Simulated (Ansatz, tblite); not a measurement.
# Pd20 tetrahedron (Pd20): rung by rung

One table from this session's results is given with a row withheld; the runs are named, their logs left out.

Computed with Ansatz 0.2.0, Gaussian basis. Level: as each input shows.

Levels to be run: GFN1-xTB, GFN2-xTB, PBE-D4/def2-TZVP, r2SCAN-D4/def2-TZVP, HF/def2-TZVP, PBE-D4/def2-SVP, PBE0-D4/def2-SVP, MP2/def2-SVP.

4 further runs of the same task are left out: 1 for a known fault of the program, 1 that didn't finish, 2 set aside as unsound or not needed. Runs told in other sessions of the task aren't counted.

### The geometry

The singlet was relaxed beforehand with PBE-D4/def2-SVP.

20 atoms, charge 0, spin multiplicity 1.

Bond lengths: Pd1–Pd2 2.602 Å, Pd1–Pd5 2.618 Å, Pd1–Pd11 2.615 Å, Pd2–Pd3 2.595 Å, Pd2–Pd5 2.820 Å, Pd2–Pd6 2.668 Å, Pd2–Pd11 2.811 Å, Pd2–Pd12 2.671 Å, Pd3–Pd4 2.604 Å, Pd3–Pd6 2.668 Å, Pd3–Pd7 2.820 Å, Pd3–Pd12 2.667 Å, Pd3–Pd13 2.818 Å, Pd4–Pd7 2.613 Å, Pd4–Pd13 2.615 Å, Pd5–Pd6 2.722 Å, Pd5–Pd8 2.567 Å, Pd5–Pd11 2.768 Å and more. Angles: Pd2–Pd1–Pd5 65.4°, Pd2–Pd1–Pd11 65.2°, Pd5–Pd1–Pd11 63.9°, Pd1–Pd2–Pd3 177.5°, Pd1–Pd2–Pd5 57.6°, Pd1–Pd2–Pd6 117.0°, Pd1–Pd2–Pd11 57.6°, Pd1–Pd2–Pd12 117.4°, Pd3–Pd2–Pd5 120.2°, Pd3–Pd2–Pd6 60.9°, Pd3–Pd2–Pd11 120.5°, Pd3–Pd2–Pd12 60.8°, Pd5–Pd2–Pd6 59.4°, Pd5–Pd2–Pd11 58.9°, Pd5–Pd2–Pd12 90.9°, Pd6–Pd2–Pd11 90.8°, Pd6–Pd2–Pd12 64.1°, Pd11–Pd2–Pd12 59.7° and more.

As a file:

| atom | x (Å) | y (Å) | z (Å) |
| --- | --- | --- | --- |
| Pd1 | -2.7591 | -2.7544 | -2.7495 |
| Pd2 | -0.9262 | -0.9113 | -2.8624 |
| Pd3 | 0.9126 | 0.9191 | -2.8631 |
| Pd4 | 2.7615 | 2.7484 | -2.7448 |
| Pd5 | -0.9434 | -2.9067 | -0.8700 |
| Pd6 | 0.9992 | -1.0056 | -1.0177 |
| Pd7 | 2.8946 | 0.9459 | -0.8578 |
| Pd8 | 0.9486 | -2.9048 | 0.8653 |
| Pd9 | 2.8941 | -0.9562 | 0.8636 |
| Pd10 | 2.7555 | -2.7611 | 2.7506 |
| Pd11 | -2.9013 | -0.9500 | -0.8622 |
| Pd12 | -0.9967 | 1.0055 | -1.0030 |
| Pd13 | 0.9507 | 2.9054 | -0.8647 |
| Pd14 | -1.0040 | -1.0112 | 1.0091 |
| Pd15 | 0.9979 | 0.9977 | 1.0157 |
| Pd16 | 0.9134 | -0.9249 | 2.8691 |
| Pd17 | -2.8976 | 0.9530 | 0.8571 |
| Pd18 | -0.9387 | 2.9079 | 0.8741 |
| Pd19 | -0.9218 | 0.9065 | 2.8615 |
| Pd20 | -2.7562 | 2.7462 | 2.7526 |

Pd takes a core potential in the def2 sets. No spin-orbit coupling is included.

PBE0-D4/def2-TZVP was run before; its log isn't repeated, and its numbers join the tables.

The first run:

Tight binding, by tblite at 300 K electronic temperature and without a spin-polarisation term:

```python
tblite.interface.Calculator('GFN1-xTB', numbers, positions, charge=0, uhf=0).singlepoint()
```

Tight binding, by tblite at 300 K electronic temperature and without a spin-polarisation term:

```python
tblite.interface.Calculator('GFN2-xTB', numbers, positions, charge=0, uhf=0).singlepoint()
```

start.molden holds the orbitals of an earlier run on this state, given as this run's starting guess.

Contents of in.yaml:

```yaml
crystal:
  periodic: [false, false, false]
  atoms:
    - {symbol: Pd, position_ang: [-2.759069, -2.754443, -2.749500]}
    - {symbol: Pd, position_ang: [-0.926223, -0.911284, -2.862391]}
    - {symbol: Pd, position_ang: [0.912636, 0.919097, -2.863116]}
    - {symbol: Pd, position_ang: [2.761532, 2.748424, -2.744811]}
    - {symbol: Pd, position_ang: [-0.943387, -2.906703, -0.870024]}
    - {symbol: Pd, position_ang: [0.999238, -1.005561, -1.017715]}
    - {symbol: Pd, position_ang: [2.894564, 0.945895, -0.857794]}
    - {symbol: Pd, position_ang: [0.948613, -2.904782, 0.865316]}
    - {symbol: Pd, position_ang: [2.894143, -0.956224, 0.863601]}
    - {symbol: Pd, position_ang: [2.755538, -2.761134, 2.750592]}
    - {symbol: Pd, position_ang: [-2.901288, -0.950045, -0.862219]}
    - {symbol: Pd, position_ang: [-0.996738, 1.005491, -1.003031]}
    - {symbol: Pd, position_ang: [0.950705, 2.905404, -0.864687]}
    - {symbol: Pd, position_ang: [-1.004004, -1.011198, 1.009118]}
    - {symbol: Pd, position_ang: [0.997886, 0.997732, 1.015725]}
    - {symbol: Pd, position_ang: [0.913353, -0.924886, 2.869096]}
    - {symbol: Pd, position_ang: [-2.897610, 0.953024, 0.857057]}
    - {symbol: Pd, position_ang: [-0.938721, 2.907887, 0.874112]}
    - {symbol: Pd, position_ang: [-0.921803, 0.906489, 2.861451]}
    - {symbol: Pd, position_ang: [-2.756167, 2.746218, 2.752619]}
basis:
  gaussian: {orbitals: def2-TZVP, fitting: {mean_field: def2-universal-jkfit}, initial_orbitals: start.molden}
hamiltonian: {xc: pbe, dispersion: d4}
scf: {omitted_lower_state_checks: [starts]}
output: {forces: true, orbitals: {seedname: orbitals}}
```

Command:

```sh
ansatz run in.yaml --threads 4 --pin off --events-out ev --progress --plain --max-ram 66560MiB --backend cuda --devices 0, --max-vram 37GiB
```

Steps of the session up to this table: PBE-D4/def2-TZVP; r2SCAN-D4/def2-TZVP; HF/def2-TZVP; PBE-D4/def2-SVP; PBE0-D4/def2-SVP; MP2/def2-SVP.

One table of the session follows, with a row left open; its other results are not shown here.

It belongs to the step «Binding energy». 

```
              level  binding an atom (eV)
        HF/def2-SVP                -0.383
       HF/def2-TZVP                -0.381
    PBE-D4/def2-SVP                     ?
   PBE-D4/def2-TZVP                 2.738
r2SCAN-D4/def2-TZVP                 2.841
   PBE0-D4/def2-SVP                 1.953
  PBE0-D4/def2-TZVP                 1.982
       MP2/def2-SVP                 2.037
```

**Question.** Estimate the row for PBE-D4/def2-SVP.

As computed: binding an atom (eV): 2.695. In the column «binding an atom (eV)» it lies between MP2/def2-SVP (2.037) and PBE-D4/def2-TZVP (2.738).

Limits of these values: Free atoms were run apart at each level; binding is atoms less cluster, divided by the number of atoms, without zero-point or spin-orbit terms.
